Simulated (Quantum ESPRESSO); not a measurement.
Crystal: Tl3Cu.

```
Tl Cu
1.0
     4.71700    0.00000    0.00000
     0.00000    4.71700    0.00000
     0.00000    0.00000    4.71700
Tl Cu
3 1
Direct
  0.50000 0.50000 0.00000
  0.50000 0.00000 0.50000
  0.00000 0.50000 0.50000
  0.00000 0.00000 0.00000
```

The cell comes from a database or a generator and needn't be the stable form of this composition.

| Quantity | Value |
| --- | --- |
| Program | Quantum ESPRESSO 7.5 |
| Task | single point |
| Functional | PBE |
| Potentials or basis | SSSP 1.3 efficiency PBE |
| Cutoff | 748 eV |
| Density cutoff | 5987 eV |
| k mesh | 6 × 6 × 6 |
| Occupations | fermi-dirac, width 0.05 eV |
| Spin | no spin polarisation |

On this cell: pressure -0.4 GPa; largest force zero by symmetry; band gap on the k mesh none (metal or under the smearing width).

The same run follows on a disturbed copy (atoms moved at random, drawn with an rms of 0.05 Å):

```xyz
4
Lattice="4.7170 0.0000 0.0000 0.0000 4.7170 0.0000 0.0000 0.0000 4.7170" Properties=species:S:1:pos:R:3 pbc="T T T"
Tl    2.2926    2.3320   -0.0051
Tl    2.2934   -0.0087    2.3445
Tl   -0.0232    2.3299    2.4046
Cu   -0.0131    0.0134    0.0305
```

Problem. What does the disturbed cell give?

Solution. The energy (extrapolated to zero smearing) moves by +1.4 meV/atom; pressure -0.3 GPa; largest force 0.181 eV/Å; band gap on the k mesh none (metal or under the smearing width).

Forces in eV/Å, atoms in the order of the input:
```
Tl   0.080  0.034  0.077
Tl   0.079 -0.075 -0.013
Tl  -0.163  0.036 -0.069
Cu   0.004  0.005  0.005
```
